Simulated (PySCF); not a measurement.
# The bond of SnGe+, level by level

One table from this session's results is given with a row withheld; the runs are named, their logs left out.

The runs use PySCF 2.14.0; Sn cc-pVDZ-PP with ECP28, Ge cc-pVDZ-PP with ECP10, scalar-relativistic core potentials.

Set-up of the first run:

A driver script around PySCF takes these settings:

| Property | Result |
| --- | --- |
| atoms | Sn, Ge |
| charge | 1 |
| basis | Sn cc-pVDZ-PP with ECP28, Ge cc-pVDZ-PP with ECP10 |
| Hamiltonian | scalar-relativistic core potentials |
| basis functions | 46 |
| electrons treated | 43 |
| masses in u | 119.9022, 73.9212 |
| levels | PBE0, PBE, r²SCAN, B97-3, PW91, r²SCANh, HSE06, HF, MP2, SCS-MP2, CCSD, CCSD(T) |
| grid | 80 radial by 434 angular points |
| occupations | held fixed by the projection of orbital angular momentum |
| dissociation limit | Sn+ + Ge, each in its ground configuration |
| starting distance in angstrom | 2.610 |
| values of 2S to try | 1, 3 |

The run is started by

```sh
$ OMP_NUM_THREADS=1 python dia.py task.json out
```

Among the steps run: Set-up; First curve: PBE0; Higher solutions at PBE0; PBE (GGA); r²SCAN; B97-3; PW91; r²SCANh (hybrid meta-GGA); HSE06; UHF (mean field); Adding correlation.

One table of the session follows, with a row left open; its other results are not shown here.

Energy (eV) from each level's lowest point:

| R (Å) | UHF | UHF-MP2 | UHF-SCS-MP2 | UHF-CCSD | UHF-CCSD(T) |
| --- | --- | --- | --- | --- | --- |
| 2.250 | 0.804 | 0.820 | 0.772 | n/a | n/a |
| 2.354 | 0.336 | 0.348 | 0.310 | 0.393 | 0.410 |
| 2.459 | 0.090 | 0.098 | 0.073 | 0.126 | 0.137 |
| 2.538 | 0.012 | 0.016 | 0.003 | 0.030 | 0.036 |
| 2.616 | 0.000 | 0.000 | 0.000 | 0.000 | 0.000 |
| 2.695 | ? | ? | ? | ? | ? |
| 2.799 | 0.147 | 0.133 | 0.169 | 0.099 | 0.082 |
| 2.930 | 0.343 | 0.317 | 0.381 | 0.254 | 0.222 |
| 3.087 | 0.620 | 0.618 | 0.695 | 0.485 | 0.428 |
| 3.296 | 0.953 | 1.217 | 1.180 | n/a | n/a |

**Question.** Estimate the row for R (Å) = 2.695.

Worked estimate for «UHF». A straight line through the neighbours (2.616, 0.000) and (2.799, 0.147) gives 0.000 + (0.147 − 0.000) × (2.695 − 2.616) / (2.799 − 2.616) = 0.063; a parabola fitted to 4 rows on both sides gives 0.044.

**Answer.** UHF: 0.039; UHF-MP2: 0.033; UHF-SCS-MP2: 0.048; UHF-CCSD: 0.019; UHF-CCSD(T): 0.013. In «UHF» the line misses by +0.024 and the parabola by +0.005.
